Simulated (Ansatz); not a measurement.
# F2GeH4N2: basis-set convergence

One table from this session's results is given with a row withheld; the runs are named, their logs left out.

Method: one geometry, several basis sets; program: Ansatz 0.2.0, Gaussian basis.

The runs, in order: PBE0-D4/def2-SVP; ωB97M-V/def2-SVP; PBE0-D4/def2-QZVPP; ωB97M-V/def2-QZVPP; the functionals' def2-TZVPP values are taken from earlier runs.

## Structure used throughout

An earlier PBE0-D4 in a triple-zeta def2 set relaxation fixed the geometry.

SMILES `[NH2][Ge]([NH2])([F])[F]`, 9 atoms, charge 0, spin multiplicity 1.

Atoms are counted from 1 here; the program's logs count them from 0.

Bond lengths: N1–Ge2 1.794 Å, N1–H6 1.009 Å, N1–H7 1.009 Å, Ge2–N3 1.794 Å, Ge2–F4 1.728 Å, Ge2–F5 1.728 Å, N3–H8 1.009 Å, N3–H9 1.009 Å. Angles: Ge2–N1–H6 115.9°, Ge2–N1–H7 115.5°, H6–N1–H7 110.7°, N1–Ge2–N3 111.5°, N1–Ge2–F4 116.3°, N1–Ge2–F5 105.0°, N3–Ge2–F4 105.0°, N3–Ge2–F5 116.3°, F4–Ge2–F5 102.8°, Ge2–N3–H8 115.5°, Ge2–N3–H9 115.8°, H8–N3–H9 110.7°.

The first run:

The input, in.yaml:

```yaml
crystal:
  periodic: [false, false, false]
  atoms:
    - {symbol: N, position_ang: [-0.357191, 1.470639, -0.432923]}
    - {symbol: Ge, position_ang: [0.131097, -0.254280, -0.371117]}
    - {symbol: N, position_ang: [0.088807, -0.889551, 1.305848]}
    - {symbol: F, position_ang: [-0.830095, -1.356454, -1.291011]}
    - {symbol: F, position_ang: [1.658793, -0.315444, -1.175664]}
    - {symbol: H, position_ang: [-1.289139, 1.676090, -0.105175]}
    - {symbol: H, position_ang: [-0.173063, 1.942648, -1.305620]}
    - {symbol: H, position_ang: [0.163472, -1.892194, 1.392022]}
    - {symbol: H, position_ang: [0.695719, -0.427853, 1.966640]}
basis:
  gaussian: {orbitals: def2-SVP}
hamiltonian: {xc: pbe0, dispersion: d4}
output: {orbitals: {seedname: orbitals}}
```

Among the steps run: PBE0-D4 in def2-SVP; ωB97M-V in def2-SVP; PBE0-D4 in def2-QZVPP; ωB97M-V in def2-QZVPP.

One of the session's tables, all rows but one given; the rest of the session is left out.

It belongs to the step «Functionals by basis». 

```
functional       basis  HOMO (eV)  LUMO (eV)
   PBE0-D4    def2-SVP      -8.04       0.45
   PBE0-D4  def2-TZVPP          ?          ?
   PBE0-D4  def2-QZVPP      -8.37      -0.31
   ωB97M-V    def2-SVP     -10.44       2.26
   ωB97M-V  def2-TZVPP     -10.73       1.57
   ωB97M-V  def2-QZVPP     -10.80       1.11
```

**Question.** Estimate the row for PBE0-D4, def2-TZVPP.

As computed: HOMO (eV): -8.31; LUMO (eV): -0.03. In the column «HOMO (eV)» it lies between PBE0-D4, def2-QZVPP (-8.37) and PBE0-D4, def2-SVP (-8.04).
